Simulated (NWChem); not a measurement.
# One shape, several levels: CH5AlFO− (SMILES C[O][AlH2-][F])

Aim: a comparison of 3 runs (HF/def2-SVP, PBE0/def2-SVP, r2SCAN/6-311G**) of CH5AlFO−. 

The calculation is run with NWChem 7.3.0.

**1. The molecule**

CH5AlFO−: 9 atoms, total charge -1, spin state singlet. As SMILES, `C[O][AlH2-][F]`. Geometry: a GFN2-xTB relaxation, a rough one for these elements and not checked as a minimum. This is one conformer, not always the lowest.

Bond lengths: C1–O2 1.365 Å, O2–Al3 1.701 Å, Al3–F4 1.707 Å, C1–H5 1.102 Å, C1–H6 1.103 Å, C1–H7 1.103 Å, Al3–H8 1.592 Å, Al3–H9 1.592 Å. Some angles: C1–O2–Al3 177.8°, O2–Al3–F4 111.2°, O2–C1–H5 111.4°, O2–C1–H6 111.4°, O2–C1–H7 111.6°, O2–Al3–H8 107.7°, O2–Al3–H9 107.7°, F4–Al3–H8 108.6°, F4–Al3–H9 108.6°, H5–C1–H6 107.4°.

**2. Energy and forces at HF/def2-SVP (run 1)**

run.py

```python
from ase import Atoms
from ase.calculators.nwchem import NWChem

mol = Atoms('COAlFHHHHH', positions=[
    [0.563310, 1.434390, 0.215260],
    [0.084400, 0.168380, 0.036750],
    [-0.562060, -1.383250, -0.221010],
    [0.357470, -2.576570, 0.581720],
    [0.827090, 1.903570, -0.746680],
    [-0.183480, 2.082410, 0.703700],
    [1.469020, 1.441600, 0.845420],
    [-2.039900, -1.397170, 0.370590],
    [-0.515850, -1.673370, -1.785760],
])

calc = NWChem(
    label='work',
    theory='scf',
    memory='2200 mb',
    basis='def2-SVP',
    basispar='spherical bse',
    charge=-1,
    scf={'nopen': '0', 'rhf': None, 'thresh': '1e-08', 'maxiter': '80'},
)
mol.calc = calc

forces = mol.get_forces()
print(f"energy = {mol.get_potential_energy():.6f} eV")
print("forces (eV/A):")
for s, f in zip(mol.symbols, forces):
    print(f"{s:2s} {f[0]:10.5f} {f[1]:10.5f} {f[2]:10.5f}")
print("dipole (e A):", mol.get_dipole_moment().round(4))
```

Run with:

```
$ export ASE_NWCHEM_COMMAND="nwchem PREFIX.nwi > PREFIX.nwo"
$ python run.py
```

Log:

```text
energy = -12432.416577 eV
forces (eV/A):
C    -0.43354   -1.17762   -0.14537
O     0.85227    1.67554    0.39070
Al    0.02869   -0.31882    0.05862
F     0.11632   -0.06520    0.09081
H     0.04139    0.11411    0.10115
H     0.13046    0.08690   -0.02108
H    -0.06042    0.13380   -0.05795
H    -0.63918   -0.16969    0.21746
H    -0.03600   -0.27896   -0.63434
dipole (e A): [0.4666 1.5531 0.1323]
```

The calculator wrote work.nwi:

```
title "work"

permanent_dir work

scratch_dir work

start work

geometry units angstrom nocenter noautosym noautoz
  C  5.6330999999999998e-01 1.4343900000000001e+00 2.1526000000000001e-01
  O  8.4400000000000003e-02 1.6838000000000000e-01 3.6749999999999998e-02
  Al -5.6206000000000000e-01 -1.3832500000000001e+00 -2.2101000000000001e-01
  F  3.5747000000000001e-01 -2.5765699999999998e+00 5.8172000000000001e-01
  H  8.2708999999999999e-01 1.9035700000000000e+00 -7.4668000000000001e-01
  H  -1.8348000000000000e-01 2.0824099999999999e+00 7.0369999999999999e-01
  H  1.4690200000000000e+00 1.4416000000000000e+00 8.4541999999999995e-01
  H  -2.0398999999999998e+00 -1.3971700000000000e+00 3.7058999999999997e-01
  H  -5.1585000000000003e-01 -1.6733700000000000e+00 -1.7857600000000000e+00
end

charge -1

memory 2200 mb

basis spherical bse noprint
   * library def2-SVP
end

scf
  nopen 0
  rhf
  thresh 1e-08
  maxiter 80
end

task scf gradient
```

work.nwo, cut to the lines that bear on the results:

```text
[...]
      One-electron energy =   -969.970550997687
[... 1 line left out ...]
 Nuclear repulsion energy =    163.916091561658
[... 39 lines left out ...]
                       ROHF Final Molecular Orbital Analysis
[... 206 lines left out ...]
     1   1 0 0      0.881818      0.000000     -0.902552
[...]
  wavefunction    =   RHF
                         RHF ENERGY GRADIENTS
    atom               coordinates                        gradient
                 x          y          z           x          y          z
   1 C       1.064502   2.710604   0.406782    0.008431   0.022901   0.002827
   2 O       0.159493   0.318192   0.069447   -0.016574  -0.032584  -0.007598
   3 Al     -1.062139  -2.613963  -0.417648   -0.000558   0.006200  -0.001140
[... 5 lines of this table left out ...]
   9 H      -0.974815  -3.162211  -3.374597    0.000700   0.005425   0.012336
[...]
```

It took 11 s on 1 thread of Intel Xeon 6975P-C (Granite Rapids), shared host; peak memory 0.1 GiB.

**3. Energy and forces at PBE0/def2-SVP (run 2)**

input.nw

```
start input
title "CH5AlFO"
memory stack 880 mb heap 220 mb global 1100 mb
charge -1

geometry noautosym nocenter noautoz
  C     0.563310    1.434390    0.215260
  O     0.084400    0.168380    0.036750
  Al   -0.562060   -1.383250   -0.221010
  F     0.357470   -2.576570    0.581720
  H     0.827090    1.903570   -0.746680
  H    -0.183480    2.082410    0.703700
  H     1.469020    1.441600    0.845420
  H    -2.039900   -1.397170    0.370590
  H    -0.515850   -1.673370   -1.785760
end

basis spherical bse
  * library def2-SVP
end

dft
  xc pbe0
  mult 1
  grid xfine
  convergence energy 1e-08
  maxiter 100
  mulliken
  print low
end

task dft gradient
```

Run with:

```
$ nwchem input.nw > input.out
```

Log:

```text
[...]
 d= 0,ls=0.0,diis     1   -458.0914495191 -6.22D+02  1.17D-02  5.15D-01     3.0
[...]
 d= 0,ls=0.0,diis    10   -458.1630082021 -7.04D-11  8.74D-08  1.49D-10    22.6
         Total DFT energy =     -458.163008202063
      One electron energy =     -970.106408264990
           Coulomb energy =      393.043494572461
    Exchange-Corr. energy =      -45.016186071192
 Nuclear repulsion energy =      163.916091561658
[...]
      Total Density - Mulliken Population Analysis
     ---------------------------------------------
    Atom       Charge   Shell Charges
 -----------   ------   -------------------------------------------------------
    1 C    6     5.80   1.99  0.89  0.11  2.05  0.70  0.07
    2 O    8     8.58   1.99  1.04  0.69  2.92  1.93  0.01
    3 Al  13    12.31   2.00  1.98  0.66  0.13  5.93  0.82  0.48  0.33
    4 F    9     9.50   1.99  1.11  0.83  3.35  2.23  0.00
    5 H    1     1.03   0.76  0.25  0.02
    6 H    1     1.03   0.76  0.25  0.02
    7 H    1     1.03   0.76  0.25  0.02
    8 H    1     1.36   0.72  0.63  0.00
    9 H    1     1.36   0.72  0.63  0.00
[...]
                         DFT ENERGY GRADIENTS
    atom               coordinates                        gradient
                 x          y          z           x          y          z
   1 C       1.064502   2.710604   0.406782    0.011406   0.031085   0.003885
   2 O       0.159493   0.318192   0.069447   -0.015617  -0.031605  -0.007021
   3 Al     -1.062139  -2.613963  -0.417648    0.002309   0.008978   0.000521
   4 F       0.675520  -4.869011   1.099291   -0.004351   0.003770  -0.003561
   5 H       1.562973   3.597226  -1.411021   -0.003299  -0.007118   0.004988
   6 H      -0.346727   3.935184   1.329800    0.002481  -0.007934  -0.003422
   7 H       2.776045   2.724229   1.597612   -0.006001  -0.004073  -0.003692
   8 H      -3.854852  -2.640268   0.700314    0.012832   0.002309  -0.004740
   9 H      -0.974815  -3.162211  -3.374597    0.000241   0.004588   0.013042
 Task  times  cpu:       27.6s     wall:       27.6s
[...]
```

Run time: 29 s. Hardware: 1 thread of Intel Xeon 6975P-C (Granite Rapids), shared host; peak memory 0.14 GiB.

**4. Energy and forces at r2SCAN/6-311G(d,p) (run 3)**

test.nw

```
echo
start test
memory total 2200 mb
charge -1

geometry units angstroms noautosym nocenter noautoz
  C        0.563310       1.434390       0.215260
  O        0.084400       0.168380       0.036750
  Al      -0.562060      -1.383250      -0.221010
  F        0.357470      -2.576570       0.581720
  H        0.827090       1.903570      -0.746680
  H       -0.183480       2.082410       0.703700
  H        1.469020       1.441600       0.845420
  H       -2.039900      -1.397170       0.370590
  H       -0.515850      -1.673370      -1.785760
end

basis spherical bse
  * library 6-311G**
end

dft
  xc r2scan
  mult 1
  grid fine
  convergence energy 1e-08
  iterations 100
  mulliken
end

task dft gradient
```

Run with:

```
$ nwchem test.nw > test.out
```

Log:

```text
[...]
          Wavefunction type:  closed shell.
          No. of atoms     :     9
          No. of electrons :    42
[...]
          Charge           :    -1
          Spin multiplicity:     1
[...]
          AO basis - number of functions:   110
[...]
              XC Information
              --------------
                      r^2SCAN Method XC Functional
               r^2SCAN metaGGA Exchange Functional  1.000
                     r^2SCAN Correlation Potential  1.000
[...]
 d= 0,ls=0.0,diis     1   -458.5913622777 -6.23D+02  7.29D-03  2.15D+00     2.3
[...]
 d= 0,ls=0.0,diis    10   -458.6853803209 -4.20D-09  2.77D-07  4.22D-09    19.0
         Total DFT energy =     -458.685380320901
      One electron energy =     -970.535960202054
           Coulomb energy =      393.226778671567
    Exchange-Corr. energy =      -45.292290352072
 Nuclear repulsion energy =      163.916091561658
[...]
      Total Density - Mulliken Population Analysis
     ---------------------------------------------
    Atom       Charge   Shell Charges
 -----------   ------   -------------------------------------------------------
    1 C    6     6.02   1.10  0.88  0.61  0.76  1.51  0.36  0.69  0.09
    2 O    8     8.62   1.08  0.91  0.99  0.97  2.09  0.81  1.76  0.01
    3 Al  13    12.04   0.79  1.18  0.97  1.02  0.57  0.11  2.13  3.78  0.61  0.41  0.15  0.30
    4 F    9     9.56   1.08  0.92  1.18  1.07  2.33  0.90  2.08  0.00
    5 H    1     0.97   0.28  0.52  0.15  0.02
    6 H    1     0.97   0.28  0.52  0.15  0.02
    7 H    1     0.96   0.28  0.52  0.15  0.02
    8 H    1     1.44   0.25  0.59  0.59  0.01
    9 H    1     1.44   0.25  0.59  0.59  0.01
[...]
  wavefunction    = closed shell
                         DFT ENERGY GRADIENTS
    atom               coordinates                        gradient
                 x          y          z           x          y          z
   1 C       1.064502   2.710604   0.406782    0.005260   0.014740   0.001635
   2 O       0.159493   0.318192   0.069447   -0.011537  -0.020588  -0.005524
   3 Al     -1.062139  -2.613963  -0.417648    0.005065   0.005606   0.002895
   4 F       0.675520  -4.869011   1.099291   -0.006531   0.006545  -0.005455
   5 H       1.562973   3.597226  -1.411021   -0.002163  -0.004734   0.002297
   6 H      -0.346727   3.935184   1.329800    0.000674  -0.005045  -0.001875
   7 H       2.776045   2.724229   1.597612   -0.002943  -0.003114  -0.001680
   8 H      -3.854852  -2.640268   0.700314    0.011695   0.002281  -0.004063
   9 H      -0.974815  -3.162211  -3.374597    0.000480   0.004309   0.011770
[...]
```

Wall time 27 s (1 thread of Intel Xeon 6975P-C (Granite Rapids), shared host); peak memory 0.12 GiB.

**5. The series**

```csv
run,level,iteration cap,module,energy (Eh),HOMO energy (eV),LUMO energy (eV),HOMO–LUMO gap (eV),wall time
1,HF/def2-SVP,80,scf,-456.882886,-4.92,8.54,13.46,11 s
2,PBE0/def2-SVP,100,dft,-458.163008,–,–,–,29 s
3,r2SCAN/6-311G**,100,dft,-458.685380,-0.64,5.19,5.83,27 s
```

**6. Outcome**

```
                                                    quantity          value
                                         run 3: total energy  -458.68538 Eh
                                          run 3: HOMO energy       -0.64 eV
                                          run 3: LUMO energy        5.19 eV
run 3: HOMO–LUMO gap (to an unbound level, set by the basis)        5.83 eV
                             run 3: largest force on an atom     1.246 eV/Å
```

In words: Totals of different functionals can't be ranked against each other. All runs together took 66 s, the longest 29 s.
